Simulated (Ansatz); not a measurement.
A nudged elastic band was laid between two geometries of a periodic cell of 17 atoms, CuSi16 (host Si, host structure diamond, interstitial Cu), cell charge +1.

Level of theory: Ansatz, DFT PBE, scalar-relativistic, plane waves, PAW. Settings: PAW set soft_1, cutoff 420 eV, k mesh 2x2x2, gaussian smearing 0.05 eV, no spin polarisation.

- movable images: 5
- climbing image: yes
- spring: 5.0 eV/Å²
- optimiser: quadratic models (default)
- start path: IDPP
- force threshold: 0.05 eV/Å
- iteration limit: 49
- end points: relaxed

Image 0:

```xyz
17
Lattice="0.0000 5.4300 5.4300 5.4300 0.0000 5.4300 5.4300 5.4300 0.0000" Properties=species:S:1:pos:R:3
Si 0.041 -0.008 -0.041
Si 1.323 1.298 1.414
Si 2.650 2.667 0.042
Si 4.071 4.008 1.359
Si 2.660 -0.047 2.771
Si 4.016 1.299 4.108
Si 5.388 2.667 2.780
Si 6.740 4.025 4.120
Si 0.040 2.759 2.715
Si 1.494 4.205 3.936
Si 2.840 5.548 2.590
Si 4.069 6.782 4.125
Si 2.715 2.759 5.391
Si 4.010 4.045 6.849
Si 5.384 5.365 5.476
Si 6.734 6.782 6.790
Cu 5.583 8.282 5.276
```

Image 6:

```xyz
17
Lattice="0.0000 5.4300 5.4300 5.4300 0.0000 5.4300 5.4300 5.4300 0.0000" Properties=species:S:1:pos:R:3
Si 0.060 0.033 -0.059
Si 1.360 1.318 1.400
Si 2.770 2.723 -0.004
Si 4.116 4.141 1.312
Si 2.577 -0.138 2.852
Si 4.032 1.315 4.067
Si 5.430 2.716 2.652
Si 6.658 3.947 4.193
Si 0.064 2.779 2.686
Si 1.416 4.127 4.026
Si 2.765 5.480 2.671
Si 4.121 6.838 4.009
Si 2.753 2.774 5.373
Si 4.036 4.077 6.830
Si 5.438 5.491 5.427
Si 6.858 6.833 6.743
Cu 3.914 6.633 6.931
```

Which bonds break or form, and what moves?

Contacts lost: Si1–Cu17, Si9–Cu17, Si10–Cu17, Si13–Cu17. Contacts made: Si2–Cu17, Si5–Cu17, Si6–Cu17, Si14–Cu17. The atom that moves furthest is Cu17, by 2.87 Å.

Give the energies along the band, and the barrier.

It converged. The highest image is number 3 of 0 to 6, 0.042 eV above the ends, which have the same energy within 2 meV. A structure lower than the first end lies on the path between it and the top, so the climb from that side starts below the end, which may itself be a saddle point or a shallow side well. By the program's own check the climbing image is a first-order saddle point (lowest curvatures found: -0.50 and 0.95 eV/Å²). Limits of this set-up: coarse k mesh, charged cell in a uniform background, uncorrected.

| image | path coordinate (Å) | energy (eV) | Si1–Cu17 (Å) | Si9–Cu17 (Å) | Si10–Cu17 (Å) |
| --- | --- | --- | --- | --- | --- |
| 0 | 0.00 | 0.000 | 2.57 | 2.57 | 2.33 |
| 1 | 0.71 | 0.002 | 2.54 | 2.91 | 2.40 |
| 2 | 1.42 | -0.005 | 3.01 | 3.09 | 2.65 |
| 3 | 2.12 | 0.042 | 3.54 | 3.51 | 3.30 |
| 4 | 2.84 | -0.002 | 4.05 | 4.07 | 4.11 |
| 5 | 3.56 | 0.004 | 4.35 | 4.37 | 4.42 |
| 6 | 4.28 | 0.000 | 4.32 | 4.33 | 4.58 |

What is the geometry of the highest image?


```xyz
17
Lattice="0.0000 5.4300 5.4300 5.4300 0.0000 5.4300 5.4300 5.4300 0.0000" Properties=species:S:1:pos:R:3:forces:R:3
Si -0.047 0.029 0.047 0.00 0.00 0.00
Si 1.353 1.411 1.318 0.00 0.00 0.00
Si 2.630 2.764 -0.083 0.00 -0.01 -0.01
Si 4.027 4.134 1.401 0.01 0.00 0.01
Si 2.851 0.116 2.579 0.00 0.00 0.00
Si 4.112 1.411 4.077 0.00 0.00 0.00
Si 5.513 2.761 2.799 0.00 0.00 0.00
Si 6.912 4.241 3.946 0.00 0.00 0.00
Si -0.038 2.661 2.710 0.00 0.00 0.00
Si 1.223 3.956 4.208 0.00 0.00 0.00
Si 2.592 5.261 2.841 0.00 0.00 0.00
Si 3.990 6.742 3.987 0.00 -0.01 0.00
Si 2.720 2.661 5.469 0.00 0.00 0.00
Si 4.121 4.042 6.740 0.00 0.00 0.00
Si 5.477 5.366 5.386 -0.01 0.01 -0.01
Si 6.874 6.739 6.871 0.00 0.00 0.00
Cu 4.753 7.466 6.107 0.00 0.01 0.00
```

The band took 9 iterations and roughly 8 core-minutes.

The run took 8.3 min on 1 thread of Arm Neoverse V2 (shared host), peak memory 0.94 GiB.
